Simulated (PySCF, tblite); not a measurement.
**C5H8N2OSi: geometry, infrared bands and NMR shifts**

What infrared bands and NMR shifts should C5H8N2OSi (`C/C(CC#N)=N\[SiH2]C=O`) show?

The runs use tblite 0.8.0 and PySCF 2.14.0, with density-fitted response routines of our own; the level of theory stands in each step. All values are computed, except where a source is named. Atoms are numbered from 0 throughout.

### 1 The molecule as given

17 atoms, charge 0, multiplicity 1; geometry from: force field or distance geometry start.

Bonds of the start (Å): C0–C1 1.53, C1–C2 1.51, C2–C3 1.47, C3–N4 1.17, C1–N5 1.29, N5–Si6 1.75, Si6–C7 1.88, C7–O8 1.23, C0–H9 1.10, C0–H10 1.09, C0–H11 1.08, C2–H12 1.09, C2–H13 1.09, Si6–H14 1.49, Si6–H15 1.50, C7–H16 1.10.

### 2 Optimising the geometry with GFN2-xTB

What the job is given:

```
{"job": {"kind": "relax", "xc": "GFN2-xTB", "basis": "xTB"}, "charge": 0, "multiplicity": 1}
C      0.013900    -0.622600     1.339800
C     -0.676800    -0.180000     0.043300
C     -2.078200    -0.693400    -0.170700
C     -3.012400    -0.036700     0.751200
N     -3.743600     0.445000     1.523600
N     -0.171400     0.582600    -0.867600
Si     1.435300     1.266600    -0.777200
C      2.796300     0.079500    -1.283000
O      3.038100    -0.909900    -0.595500
H     -0.631300    -1.329700     1.887600
H      0.171300     0.246400     1.982000
H      0.948400    -1.122400     1.127100
H     -2.393000    -0.484600    -1.197500
H     -2.089300    -1.777100    -0.040400
H      1.434700     2.459900    -1.661800
H      1.622900     1.770900     0.622100
H      3.328000     0.317600    -2.214000
```

Run with:

```sh
> OMP_NUM_THREADS=1 python probes_run.py task.json out
```

One launch serves the whole session: the jobs run in the order shown.

The log of the run:

```text
step      E/eV     max force
  0    -716.70677    3.140
  1    -716.64416    9.010
  2    -716.88128    1.996
  3    -716.90071    2.200
  4    -716.95999    0.504
  5    -716.97589    0.344
  6    -716.98870    0.509
  7    -716.99690    0.390
  8    -717.00311    0.210
  9    -717.01045    0.246
 10    -717.01684    0.211
 11    -717.02248    0.200
 12    -717.02887    0.184
 13    -717.03506    0.217
 14    -717.04047    0.187
 15    -717.04451    0.145
 16    -717.04767    0.151
 17    -717.05048    0.159
 18    -717.05314    0.152
 19    -717.05557    0.130
 20    -717.05785    0.119
 21    -717.06007    0.106
 22    -717.06218    0.121
 23    -717.06402    0.090
 24    -717.06562    0.097
 25    -717.06718    0.090
 26    -717.06887    0.139
 27    -717.07050    0.131
 28    -717.07175    0.070
 29    -717.07269    0.077
 30    -717.07359    0.075
 31    -717.07461    0.100
 32    -717.07573    0.088
 33    -717.07669    0.069
 34    -717.07735    0.061
 35    -717.07781    0.065
 36    -717.07819    0.051
 37    -717.07852    0.042
 38    -717.07882    0.039
 39    -717.07915    0.045
 40    -717.07953    0.051
 41    -717.07996    0.051
 42    -717.08038    0.054
 43    -717.08076    0.052
 44    -717.08110    0.041
 45    -717.08141    0.049
 46    -717.08173    0.052
 47    -717.08213    0.062
 48    -717.08269    0.084
 49    -717.08332    0.076
 50    -717.08386    0.053
 51    -717.08421    0.040
 52    -717.08447    0.044
 53    -717.08476    0.047
 54    -717.08512    0.047
 55    -717.08557    0.060
 56    -717.08613    0.062
 57    -717.08678    0.073
 58    -717.08736    0.107
 59    -717.08793    0.082
 60    -717.08842    0.073
 61    -717.08892    0.053
 62    -717.08954    0.082
 63    -717.09034    0.080
 64    -717.09087    0.085
 65    -717.09109    0.077
 66    -717.09134    0.042
 67    -717.09152    0.032
 68    -717.09204    0.064
 69    -717.09244    0.067
 70    -717.09308    0.091
 71    -717.09373    0.073
 72    -717.09452    0.083
 73    -717.09522    0.125
 74    -717.09553    0.191
 75    -717.09632    0.075
 76    -717.09683    0.058
 77    -717.09746    0.054
 78    -717.09802    0.095
 79    -717.09874    0.112
 80    -717.09934    0.084
 81    -717.09980    0.053
 82    -717.10009    0.043
 83    -717.10033    0.047
 84    -717.10047    0.031
 85    -717.10059    0.041
 86    -717.10072    0.041
 87    -717.10089    0.058
 88    -717.10104    0.050
 89    -717.10112    0.025
 90    -717.10119    0.026
 91    -717.10126    0.026
 92    -717.10132    0.017
 93    -717.10137    0.018
 94    -717.10143    0.023
 95    -717.10152    0.041
 96    -717.10167    0.056
 97    -717.10187    0.051
 98    -717.10209    0.026
 99    -717.10226    0.036
100    -717.10237    0.063
101    -717.10248    0.037
102    -717.10258    0.022
103    -717.10266    0.039
104    -717.10278    0.047
105    -717.10293    0.120
106    -717.10317    0.087
107    -717.10367    0.121
108    -717.10392    0.116
109    -717.10424    0.081
110    -717.10470    0.066
111    -717.10494    0.047
112    -717.10522    0.058
113    -717.10584    0.059
114    -717.10637    0.076
115    -717.10652    0.103
116    -717.10686    0.104
117    -717.10711    0.042
118    -717.10720    0.025
119    -717.10734    0.032
120    -717.10757    0.057
121    -717.10777    0.055
122    -717.10792    0.028
123    -717.10799    0.016
124    -717.10804    0.016
125    -717.10809    0.016
126    -717.10812    0.013
127    -717.10816    0.015
128    -717.10820    0.022
129    -717.10826    0.025
130    -717.10835    0.027
131    -717.10845    0.028
132    -717.10853    0.037
133    -717.10860    0.031
134    -717.10867    0.030
135    -717.10875    0.018
136    -717.10879    0.026
137    -717.10882    0.020
138    -717.10890    0.020
139    -717.10900    0.028
140    -717.10913    0.032
141    -717.10923    0.029
142    -717.10926    0.023
143    -717.10933    0.021
144    -717.10938    0.022
145    -717.10948    0.029
146    -717.10954    0.024
147    -717.10962    0.022
148    -717.10967    0.017
149    -717.10973    0.023
150    -717.10978    0.022
151    -717.10985    0.023
152    -717.10993    0.024
153    -717.11001    0.021
154    -717.11005    0.022
155    -717.11008    0.019
156    -717.11009    0.015
157    -717.11011    0.011
158    -717.11012    0.010
```

Wall time 1.4 s (1 thread of Intel Xeon Platinum 8375C at 2.90GHz, shared host).

Relaxation path: (not every step is listed) (the energy doesn't fall at every step)

```csv
step,energy from step 0 (eV),largest force (eV/Å)
0,0.0000,3.1402
1,0.0626,9.0101
2,-0.1745,1.9958
3,-0.1939,2.1999
4,-0.2532,0.5038
5,-0.2691,0.3441
6,-0.2819,0.5088
7,-0.2901,0.3905
8,-0.2963,0.2104
22,-0.3554,0.1213
36,-0.3714,0.0507
50,-0.3771,0.0528
64,-0.3841,0.0846
78,-0.3913,0.0946
92,-0.3945,0.0170
106,-0.3964,0.0872
120,-0.4008,0.0570
134,-0.4019,0.0296
148,-0.4029,0.0165
153,-0.4032,0.0208
154,-0.4033,0.0216
155,-0.4033,0.0190
156,-0.4033,0.0146
157,-0.4033,0.0112
158,-0.4034,0.0097
```

Distances of close pairs at the start and the end, largest changes first:

```csv
bond,before (Å),after (Å),change (Å)
Si6–C7,1.875,1.924,+0.048
N5–Si6,1.749,1.704,-0.044
C0–C1,1.534,1.493,-0.041
C1–N5,1.291,1.255,-0.036
Si6–H15,1.499,1.468,-0.031
C2–C3,1.468,1.439,-0.028
Si6–H14,1.485,1.458,-0.028
C3–N4,1.168,1.143,-0.025
```

The next job starts from the end point, and lists it.

### 3 Infrared spectrum with GFN2-xTB

What the job is given:

```
{"job": {"kind": "ir", "xc": "GFN2-xTB", "basis": "xTB"}, "charge": 0, "multiplicity": 1}
C     -0.112367    -0.519404     1.531059
C     -0.609878    -0.082126     0.192818
C     -1.920427    -0.705621    -0.251637
C     -2.975680    -0.408368     0.680829
N     -3.800989    -0.163965     1.432847
N     -0.049810     0.723254    -0.589651
Si     1.472595     1.475405    -0.735020
C      2.593921     0.046558    -1.369539
O      2.390231    -1.116153    -1.129703
H     -0.925501    -0.566165     2.253182
H      0.664754     0.151301     1.886670
H      0.314398    -1.517824     1.432436
H     -2.191910    -0.323636    -1.238431
H     -1.799428    -1.791916    -0.304960
H      1.298420     2.470359    -1.785756
H      2.162885     2.017056     0.441648
H      3.481789     0.323277    -1.977681
```

The log of the run:

```text
mode    cm-1     km/mol
  1      24.4      5.67
  2      28.7      5.01
  3      47.7      8.34
  4      76.6      0.19
  5      80.0      4.65
  6     126.2      2.86
  7     166.5      5.33
  8     230.0      5.15
  9     321.0      4.07
 10     376.8      8.16
 11     386.2     31.44
 12     416.7      1.13
 13     464.5     29.65
 14     466.7     19.54
 15     537.0     40.54
 16     596.9     29.74
 17     625.3     58.42
 18     712.5     91.51
 19     759.6     46.69
 20     779.3     92.33
 21     792.7    270.74
 22     868.2      1.93
 23     917.1     29.33
 24     990.4     14.40
 25    1004.5      7.84
 26    1044.4     10.88
 27    1112.9      5.78
 28    1193.1    115.05
 29    1245.3     38.58
 30    1363.0     76.52
 31    1374.6     39.52
 32    1393.5     15.29
 33    1450.5     14.55
 34    1455.8      5.81
 35    1746.9    147.21
 36    1753.5    424.66
 37    2209.8    304.57
 38    2315.1    253.56
 39    2408.9    271.41
 40    2691.1    253.60
 41    2951.6      1.92
 42    2986.3      2.58
 43    3005.1      2.68
 44    3027.8      6.38
 45    3057.0     16.73
```

Wall time 0.79 s (1 thread of Intel Xeon Platinum 8375C at 2.90GHz, shared host).

The strongest bands and the atoms that carry them (share of the mass-weighted mode):

```csv
cm⁻¹,km/mol,atoms
793,270.7,"H14 33 %, H15 21 %, Si6 12 %"
1193,115.0,"C1 62 %, H10 12 %, C0 10 %"
1747,147.2,"C7 58 %, O8 41 %"
1754,424.7,"C1 53 %, N5 44 %"
2210,304.6,H15 96 %
2315,253.6,H14 96 %
2409,271.4,"C3 60 %, N4 39 %"
2691,253.6,H16 94 %
```

### 4 Nuclear shieldings: PBE0/pcSseg-1

The job, as its differences from that of step 3:

```diff
@@ -1,2 +1,2 @@
-{"job": {"kind": "ir", "xc": "GFN2-xTB", "basis": "xTB"}, "charge": 0, "multiplicity": 1}
+{"job": {"kind": "nmr", "xc": "PBE0", "basis": "pcSseg-1"}, "charge": 0, "multiplicity": 1}
 C     -0.112367    -0.519404     1.531059
```

Method: GIAO PBE0/pcSseg-1 NMR shielding, non-relativistic, gas phase.

The log of the run:

```text
coarse grid: 15224 points
cycle   1  E = -668.6668276216  dE =  1.278e+00  |g| = 9.124e-01  |ddm| = 3.843e+00
cycle   2  E = -668.0591350163  dE =  6.077e-01  |g| = 1.947e+00  |ddm| = 2.274e+00
cycle   3  E = -668.8411754701  dE = -7.820e-01  |g| = 1.458e-01  |ddm| = 1.626e+00
cycle   4  E = -668.8444702924  dE = -3.295e-03  |g| = 8.994e-02  |ddm| = 1.829e-01
cycle   5  E = -668.8458898950  dE = -1.420e-03  |g| = 3.670e-02  |ddm| = 8.924e-02
cycle   6  E = -668.8461785329  dE = -2.886e-04  |g| = 6.375e-03  |ddm| = 3.180e-02
cycle   7  E = -668.8461853703  dE = -6.837e-06  |g| = 3.346e-03  |ddm| = 5.705e-03
cycle   8  E = -668.8461873733  dE = -2.003e-06  |g| = 1.082e-03  |ddm| = 2.706e-03
final grid: 144136 points
cycle   9  E = -668.9062743242  dE = -2.849e-05  |g| = 1.020e-02  |ddm| = 2.888e-02
cycle  10  E = -668.9062361317  dE =  3.819e-05  |g| = 1.751e-02  |ddm| = 1.788e-02
cycle  11  E = -668.9062946610  dE = -5.853e-05  |g| = 2.866e-03  |ddm| = 1.127e-02
cycle  12  E = -668.9062963787  dE = -1.718e-06  |g| = 3.016e-04  |ddm| = 2.270e-03
cycle  13  E = -668.9062963919  dE = -1.322e-08  |g| = 1.863e-04  |ddm| = 3.522e-04
cycle  14  E = -668.9062963979  dE = -6.035e-09  |g| = 8.818e-05  |ddm| = 1.577e-04
cycle  15  E = -668.9062963995  dE = -1.603e-09  |g| = 1.896e-05  |ddm| = 7.508e-05
cycle  16  E = -668.9062963996  dE = -6.526e-11  |g| = 7.500e-06  |ddm| = 1.667e-05
converged SCF energy = -668.9062963996

GIAO shielding tensors (ppm)
atom      isotropic    diamagn.    paramagn.     s11        s22        s33       span
  0 C      159.507     253.790     -94.282    140.901    150.109    187.513     46.612
  1 C        0.907     254.938    -254.031   -103.586    -16.080    122.386    225.972
  2 C      151.695     249.525     -97.830    129.576    145.792    179.717     50.141
  3 C       65.640     260.568    -194.928    -49.695    -44.310    290.925    340.620
  4 N      -38.307     339.081    -377.388   -205.963   -197.124    288.166    494.128
  5 N      -88.143     332.902    -421.045   -410.293   -107.068    252.933    663.226
  6 Si     419.684     883.345    -463.660    364.033    418.299    476.722    112.689
  7 C      -57.968     253.546    -311.514   -181.582    -86.794     94.471    276.053
  8 O     -592.283     404.568    -996.851  -1646.788   -551.396    421.335   2068.123
  9 H       28.662      31.407      -2.745     24.531     29.253     32.204      7.673
 10 H       29.958      32.965      -3.007     26.145     29.766     33.963      7.818
 11 H       29.408      31.399      -1.991     26.759     27.097     34.369      7.610
 12 H       28.565      28.562       0.003     24.629     28.303     32.762      8.133
 13 H       28.249      28.486      -0.237     25.900     27.069     31.779      5.878
 14 H       26.184      30.329      -4.145     22.444     25.748     30.362      7.918
 15 H       26.413      30.529      -4.116     22.925     26.094     30.220      7.294
 16 H       19.471      25.983      -6.512     14.329     20.609     23.476      9.148
```

Run time: 50 s. Hardware: 1 thread of Intel Xeon Platinum 8375C at 2.90GHz, shared host; peak memory 0.88 GiB.

The references, computed at this level on geometries of the same kind, shield at (ppm): 1H TMS 31.72, 13C TMS 186.9, 29Si TMS 349.2, 15N NH3 267.7, 17O H2O 336.1. Their shielding less the atom's gives the shift. The references are single molecules in the gas phase, so shifts against H2O, NH3, PH3, H3PO4 or CFCl3 are not on the usual liquid scales and can be off by tens of ppm. Atoms listed in one row are averaged.

```csv
atoms,environment,σ (ppm),δ (ppm),δ scaled to CDCl3
C7,carbonyl carbon,-58.0,244.9,237.1
C1,C=N carbon,0.9,186.0,179.6
C3,nitrile carbon,65.6,121.3,116.5
C2,sp3 CH2 α to a nitrile,151.7,35.2,32.5
C0,methyl carbon,159.5,27.4,24.8
H16,hydrogen on a carbonyl carbon,19.47,12.25,11.65
"H14, H15","hydrogen on a silicon bonded to C, N",26.30,5.42,–
"H12, H13",hydrogen on an sp3 CH2 α to a nitrile,28.41,3.31,3.23
"H9, H10, H11",hydrogen on a methyl carbon,29.34,2.37,2.34
N5,imine nitrogen,-88.1,355.9,–
N4,nitrile nitrogen,-38.3,306.0,–
Si6,"silicon bonded to C, N, 2 H",419.7,-70.5,–
O8,carbonyl oxygen,-592.3,928.4,–
```

The scaled column applies a straight-line fit of computed shieldings to shifts measured in CDCl3 (root-mean-square error 0.16 ppm for H, 1.9 ppm for C).

Charges from the same density, by scheme (e):

```csv
atoms,Mulliken,IAO,Hirshfeld,ESP fit
C0,-0.20,-0.47,-0.12,-0.55
C1,0.04,0.25,0.13,0.74
C2,-0.13,-0.33,-0.04,-0.60
C3,0.03,0.14,0.09,0.49
N4,-0.24,-0.25,-0.23,-0.50
N5,-0.57,-0.56,-0.25,-0.67
Si6,0.69,0.83,0.37,0.59
C7,-0.02,0.01,0.05,0.24
O8,-0.34,-0.36,-0.21,-0.38
```

Mayer bond orders: C0–C1 1.02, C1–C2 0.96, C2–C3 1.00, C3–N4 3.04, C1–N5 1.92, N5–Si6 1.04, Si6–C7 0.81, C7–O8 1.96.

The fields below are evaluated on a grid from the run's orbitals.

Frontier orbitals at PBE0/pcSseg-1, with the share of their density that lies nearest to each atom:

```csv
orbital,energy (eV),lies on
HOMO,-7.15,O8 44 %; H16 14 %; C7 12 %
LUMO,-1.70,C7 34 %; O8 26 %; C1 9 %
```

ELF in a plane through or near 5 of the atoms.

Ten even steps from '0' (0.00) to '9' (1.00):
```
0000000000000000000000000000
0000000000000000000000000000
0000000000000000000000000000
0000000000000000110000000000
0000000010001200572000000000
0000000121016710683011100000
0000000133148950363355431000
0000000142178861346767653100
0000000361174474758418775200
0000111572077751746428776200
0000001475243355601476665100
0000000133110079720034442000
0000000001000453598101110000
0000000000006982699700000000
0000000000008985699900000000
0000000000004752267300000000
0000000000000110000000000000
0000000000000000000000000000
0000000000000000000000000000
0000000000000000000000000000
```
The map spans 13.1 Å across and 9.1 Å up, centred on the molecule. Atoms in the plane (x, y in Å): C0 (0.8, -1.4), C1 (0.6, 0.1), C3 (3.0, 0.6), N5 (-0.4, 0.7), H9 (1.8, -1.7).

log10 of the density (e/Å³) in the same plane.

Ten even steps from '0' (-4.0) to '9' (1.2):
```
0000000000000000000000000000
0000000000000000000000000000
0000000111100001111100000000
0000001222222222333211100000
0000012333333333444332210000
0000123344445544555444332100
0001233455566765666666543200
0001234566678876677777654310
0012345667678987777898765410
0012345677778888777788765410
0012345666666678765666654310
0001234566555677765555544200
0001133445445679876544432100
0000122333345688887533221000
0000001222235677666421000000
0000000011134555554320000000
0000000000023344333210000000
0000000000001222221100000000
0000000000000000000000000000
0000000000000000000000000000
```
The map spans 13.1 Å across and 9.1 Å up, centred on the molecule. Atoms in the plane (x, y in Å): C0 (0.8, -1.4), C1 (0.6, 0.1), C3 (3.0, 0.6), N5 (-0.4, 0.7), H9 (1.8, -1.7).

On the surface of density 0.002 e/bohr³ the electrostatic potential runs, from the 1st to the 99th percentile, from -1.67 V near N4 to 1.65 V near H16.

### 5 What came out

```
                                                              quantity                                value
                             strongest single infrared mode (GFN2-xTB)                1754 cm⁻¹, 425 km/mol
                                          zero-point energy (GFN2-xTB)                        73.7 kcal/mol
                                13C shifts against TMS (PBE0/pcSseg-1)  244.9, 186.0, 121.3, 35.2, 27.4 ppm
1H shifts against TMS (PBE0/pcSseg-1, means over atoms taken as alike)          12.25, 5.42, 3.31, 2.37 ppm
                                15N shifts against NH3 (PBE0/pcSseg-1)                     355.9, 306.0 ppm
                               29Si shifts against TMS (PBE0/pcSseg-1)                            -70.5 ppm
                                17O shifts against H2O (PBE0/pcSseg-1)                            928.4 ppm
                                 surface potential, 1st and 99th percentile                   -1.67 V and 1.65 V
```

What this shows: The optimisation took 158 steps and gained 0.403 eV; among the close pairs (by a distance rule), Si6–C7 changed most, from 1.875 to 1.924 Å. All 45 modes are real, so the xTB geometry is a minimum. The strongest single mode, at 1754 cm⁻¹, moves mainly C1 and N5. GFN2-xTB is a fitted tight-binding method: band positions and strengths are rough. Its intensities can rank the bands wrongly. At PBE0/pcSseg-1: The largest span, 2068 ppm, is at O8, where the paramagnetic term is -997 ppm. By nearest atom (PBE0/pcSseg-1), the HOMO sits on O8 44 %; H16 14 % and the LUMO on C7 34 %; O8 26 %.
